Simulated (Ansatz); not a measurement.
The system is LuBe.

```
Lu Be
1.0
     3.32037    0.00000    0.00000
     0.00000    3.32037    0.00000
     0.00000    0.00000    3.32037
Lu Be
1 1
Cartesian
  0.0000 0.0000 0.0000
  1.6602 1.6602 1.6602
```

The cell was built by a generator and needn't be a form met in nature.

- Program: Ansatz 0.2.0
- Task: relaxation of cell and atoms
- Functional: revPBE
- Dispersion: D3(BJ)
- Potentials or basis: Ansatz PAW
- Cutoff: 420 eV (not typed: the program's choice for these potentials)
- k mesh: 8 × 8 × 8
- Occupations: fermi-dirac, width 0.05 eV
- Spin: no spin polarisation

At the start: volume 18.30 Å³/atom.

Task: How do energy, volume and symmetry change on relaxing?

Result: It ends after 4 steps and the volume is 17.37 Å³/atom (-5.1 %); space group Pm-3m (No. 221, to 0.05 Å).

The path:
```csv
step,energy change (eV),largest force (eV/Å),volume (Å³)
1,0.0000,0.0000,36.61
2,-0.0216,0.0000,34.86
3,-0.0217,0.0000,34.74
4,-0.0212,0.0000,34.74
```

Final structure:
```
Lu Be
1.0
     3.26281    0.00000    0.00000
     0.00000    3.26281    0.00000
     0.00000    0.00000    3.26281
Lu Be
1 1
Direct
  0.00000 0.00000 0.00000
  0.50000 0.50000 0.50000
```

Caveat: the plane-wave basis is chosen anew once the cell has moved, so the energies of steps on either side of that aren't comparable; pairwise dispersion overbinds metals, which lowers pressure and volume; the PAW data sets come from PBE, with cores solved anew for the run's functional, which leaves a small shift of forces and pressure.
